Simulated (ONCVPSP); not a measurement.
# As: the cost of one run

Program: ONCVPSP 4.0.1.1 (patched build). Reference atom: PBE, scalar-relativistic, spherical and spin-unpolarised. All values are calculated.

## (1) The design

Typed settings, in words:

| Property | Result |
| --- | --- |
| element | arsenic (As, Z = 33) |
| type | optimised norm-conserving Vanderbilt (ONCV) |
| frozen core | [Ne] |
| valence charge | 23 |
| reference configuration | 3s2 3p6 3d10 4s2 4p3 |
| partial waves | 3s+4s: rc 0.85 bohr, ncon 4, nbas 7, qcut 18.2 1/bohr, 2 projectors; 3p+4p: rc 1.15 bohr, ncon 5, nbas 8, qcut 13 1/bohr, 2 projectors; 3d: rc 1.05 bohr, ncon 4, nbas 9, qcut 15 1/bohr, 2 projectors, debl 1.2 Ha |
| local potential | polynomial inside 0.55 bohr (lpopt 5, dvloc0 1 Ha) |
| core correction | Teter function, fcfact 2, rcfact 1.5 |

The nodes and maxima of the atom's own shells, from an earlier all-electron run, set the scale for the radii.

All-electron outer shells of the reference configuration (PBE, scalar-relativistic, ld1.x):

```csv
shell,level (eV),outermost node (bohr),outermost maximum (bohr)
2s,-1486.76,0.06,0.17
2p,-1303.65,–,0.14
3s,-190.31,0.25,0.52
3p,-133.68,0.22,0.52
3d,-40.65,–,0.47
4s,-14.49,0.73,1.61
4p,-5.19,0.78,2.00
```

## (2) The generation run

File As.dat:

```
# ATOM AND REFERENCE CONFIGURATION
# atsym  z   nc   nv     iexc    psfile
  As 33.00    3    5        4      upf
#
#   n    l    f
    1    0    2.00
    2    0    2.00
    2    1    6.00
    3    0    2.00
    3    1    6.00
    3    2   10.00
    4    0    2.00
    4    1    3.00
#
# PSEUDOPOTENTIAL AND OPTIMIZATION
# lmax
    2
#
#   l,   rc,      ep,       ncon, nbas, qcut
    0    0.85    0.00    4    7   18.20
    1    1.15    0.00    5    8   13.00
    2    1.05    0.00    4    9   15.00
#
# LOCAL POTENTIAL
# lloc, lpopt,  rc(5),   dvloc0
    4    5    0.55    1.00
#
# VANDERBILT-KLEINMAN-BYLANDER PROJECTORs
# l, nproj, debl
    0    2    2.70
    1    2    1.60
    2    2    1.20
#
# MODEL CORE CHARGE
# icmod, fcfact, rcfact
    3    2.00    1.50
#
# LOG DERIVATIVE ANALYSIS
# epsh1, epsh2, depsh
   -8.00    5.00    0.04
#
# OUTPUT GRID
# rlmax, drl
    6.00    0.01
#
# TEST CONFIGURATIONS
# ncnf
    4
# nvcnf
#   n    l    f
    5
    3    0    2.00
    3    1    6.00
    3    2   10.00
    4    0    2.00
    4    1    2.00
#
    5
    3    0    2.00
    3    1    6.00
    3    2   10.00
    4    0    2.00
    4    1    1.00
#
    5
    3    0    2.00
    3    1    6.00
    3    2   10.00
    4    0    2.00
    4    1    0.00
#
    5
    3    0    2.00
    3    1    6.00
    3    2    9.00
    4    0    2.00
    4    1    4.00
#
```

Launch:

```console
oncvpsp.x < As.dat > As.out
```

**Question.** How long does this run take on 1 thread of Neoverse-N1, shared host?

About 5.8 s.
